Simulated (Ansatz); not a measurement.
# C2H6BNO: a ladder of functionals and wavefunction methods

The task here is to estimate one member of a computed series from the others.

The runs use Ansatz 0.2.0, Gaussian basis; functionals in def2-TZVPP, the program's frozen cores in correlated methods.

Plan: PBE-D4, r2SCAN-D4, PBE0-D4, B3LYP-D4, ωB97X-V, ωB97M-V, B2PLYP; CCSD(T)/def2-TZVPP; MP2/def2-QZVPP; extrapolation to the limit.

### Structure used throughout

All runs share one geometry, relaxed beforehand with PBE0-D4 in a triple-zeta def2 set.

11 atoms, charge 0, spin multiplicity 1.

Atoms are counted from 1 here; the program's logs count them from 0.

Bond lengths: B1–N2 1.409 Å, B1–H6 1.195 Å, B1–H7 1.188 Å, N2–C3 1.403 Å, N2–H8 1.009 Å, C3–C4 1.505 Å, C3–O5 1.201 Å, C4–H9 1.094 Å, C4–H10 1.093 Å, C4–H11 1.087 Å. Angles: N2–B1–H6 117.1°, N2–B1–H7 119.6°, H6–B1–H7 123.3°, B1–N2–C3 126.6°, B1–N2–H8 119.3°, C3–N2–H8 114.1°, N2–C3–C4 114.1°, N2–C3–O5 122.5°, C4–C3–O5 123.4°, C3–C4–H9 110.3°, C3–C4–H10 110.5°, C3–C4–H11 109.4°, H9–C4–H10 107.6°, H9–C4–H11 109.5°, H10–C4–H11 109.6°.

Set-up of the first run:

Contents of in.yaml:

```yaml
crystal:
  periodic: [false, false, false]
  atoms:
    - {symbol: B, position_ang: [-0.995069, 1.454023, 1.088572]}
    - {symbol: N, position_ang: [-0.626585, 0.351276, 0.293442]}
    - {symbol: C, position_ang: [0.677742, -0.031661, -0.053463]}
    - {symbol: C, position_ang: [0.747234, -1.257308, -0.924475]}
    - {symbol: O, position_ang: [1.647230, 0.572982, 0.315195]}
    - {symbol: H, position_ang: [-2.162687, 1.623092, 1.277143]}
    - {symbol: H, position_ang: [-0.152817, 2.163077, 1.534982]}
    - {symbol: H, position_ang: [-1.345831, -0.247524, -0.083733]}
    - {symbol: H, position_ang: [0.223832, -1.081668, -1.868441]}
    - {symbol: H, position_ang: [0.264286, -2.105721, -0.432108]}
    - {symbol: H, position_ang: [1.787866, -1.497465, -1.126514]}
basis:
  gaussian: {orbitals: def2-TZVPP}
hamiltonian: {xc: pbe, dispersion: d4}
output: {forces: true, orbitals: {seedname: orbitals}}
```

On the command line:

```bash
> ansatz run in.yaml --threads 4 --pin off --events-out ev --progress --plain --max-ram 10444MiB
```

Among the steps run: PBE-D4 (GGA); r2SCAN-D4 (meta-GGA); PBE0-D4 (hybrid); B3LYP-D4 (hybrid); ωB97X-V (range-separated); ωB97M-V (range-separated); B2PLYP (double hybrid); CCSD(T) in def2-TZVPP; MP2 in def2-QZVPP.

One table of the session follows, with a row left open; its other results are not shown here.

It belongs to the step «Atomisation energies». 

| method | atomisation energy (kJ/mol) |
| --- | --- |
| PBE-D4 | 4596.0 |
| r2SCAN-D4 | 4482.7 |
| PBE0-D4 | 4493.5 |
| B3LYP-D4 | 4486.6 |
| ωB97X-V | 4478.5 |
| ωB97M-V | 4487.3 |
| B2PLYP | 4437.3 |
| HF/def2-TZVPP | ? |
| MP2/def2-TZVPP | 4426.7 |
| CCSD/def2-TZVPP | 4264.7 |
| CCSD(T)/def2-TZVPP | 4335.5 |
| MP2/CBS | 4538.7 |
| CCSD(T)/CBS | 4447.5 |

**Question.** Estimate the row for HF/def2-TZVPP.

As computed: atomisation energy (kJ/mol): 3235.9. In the column «atomisation energy (kJ/mol)» it is the lowest.
